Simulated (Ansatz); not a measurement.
# CH₈N₂SSi: basis-set convergence

An exercise on one series of results from a longer session: the logs are not shown, and one member is left open.

Method: one geometry, several basis sets; program: Ansatz 0.2.0, Gaussian basis.

Levels to be run: PBE0-D4/def2-SVP; ωB97M-V/def2-SVP; PBE0-D4/def2-QZVPP; ωB97M-V/def2-QZVPP; the functionals' def2-TZVPP values are taken from earlier runs.

### Structure used throughout

All runs share one geometry, relaxed beforehand with PBE0-D4 in a triple-zeta def2 set.

SMILES `NC(S)N[SiH3]`, 13 atoms, charge 0, spin multiplicity 1.

Atoms are counted from 1 here; the program's logs count them from 0.

Bond lengths: N1–C2 1.440 Å, N1–H6 1.011 Å, N1–H7 1.014 Å, C2–S3 1.850 Å, C2–N4 1.423 Å, C2–H8 1.101 Å, S3–H9 1.344 Å, N4–Si5 1.728 Å, N4–H10 1.011 Å, Si5–H11 1.486 Å, Si5–H12 1.489 Å, Si5–H13 1.485 Å. Angles: C2–N1–H6 111.1°, C2–N1–H7 109.9°, H6–N1–H7 109.6°, N1–C2–S3 108.3°, N1–C2–N4 108.4°, N1–C2–H8 114.9°, S3–C2–N4 116.4°, S3–C2–H8 101.3°, N4–C2–H8 107.7°, C2–S3–H9 94.9°, C2–N4–Si5 123.5°, C2–N4–H10 111.2°, Si5–N4–H10 118.6°, N4–Si5–H11 107.4°, N4–Si5–H12 115.3°, N4–Si5–H13 106.7°, H11–Si5–H12 108.0°, H11–Si5–H13 111.0° and more.

Set-up of the first run:

in.yaml

```yaml
crystal:
  periodic: [false, false, false]
  atoms:
    - {symbol: N, position_ang: [-0.574081, 1.866341, 0.441128]}
    - {symbol: C, position_ang: [-0.631246, 0.450944, 0.180315]}
    - {symbol: S, position_ang: [-1.366833, -0.381667, 1.659728]}
    - {symbol: N, position_ang: [0.665052, 0.014449, -0.212961]}
    - {symbol: Si, position_ang: [0.967540, -1.497782, -0.993381]}
    - {symbol: H, position_ang: [-1.466688, 2.212238, 0.766375]}
    - {symbol: H, position_ang: [-0.304032, 2.362409, -0.400695]}
    - {symbol: H, position_ang: [-1.338959, 0.153780, -0.609014]}
    - {symbol: H, position_ang: [-0.496395, 0.150614, 2.534200]}
    - {symbol: H, position_ang: [1.379909, 0.400497, 0.389387]}
    - {symbol: H, position_ang: [0.015353, -1.608743, -2.129294]}
    - {symbol: H, position_ang: [0.800421, -2.702065, -0.133448]}
    - {symbol: H, position_ang: [2.370359, -1.455716, -1.477640]}
basis:
  gaussian: {orbitals: def2-SVP}
hamiltonian: {xc: pbe0, dispersion: d4}
output: {orbitals: {seedname: orbitals}}
```

On the command line:

```
ansatz run in.yaml --threads 4 --pin off --events-out ev --progress --plain --max-ram 10444MiB
```

Steps of the session up to this table: PBE0-D4 in def2-SVP; ωB97M-V in def2-SVP; PBE0-D4 in def2-QZVPP; ωB97M-V in def2-QZVPP.

One of the session's tables, all rows but one given; the rest of the session is left out.

| functional | basis | HOMO (eV) | LUMO (eV) |
| --- | --- | --- | --- |
| PBE0-D4 | def2-SVP | -6.60 | 0.78 |
| PBE0-D4 | def2-TZVPP | -6.77 | 0.24 |
| PBE0-D4 | def2-QZVPP | -6.81 | 0.03 |
| ωB97M-V | def2-SVP | -8.83 | 2.69 |
| ωB97M-V | def2-TZVPP | ? | ? |
| ωB97M-V | def2-QZVPP | -9.07 | 1.44 |

Estimate the missing values for ωB97M-V, def2-TZVPP.

**Answer.** HOMO (eV): -9.02; LUMO (eV): 1.90. In the column «HOMO (eV)» it lies between ωB97M-V, def2-QZVPP (-9.07) and ωB97M-V, def2-SVP (-8.83).
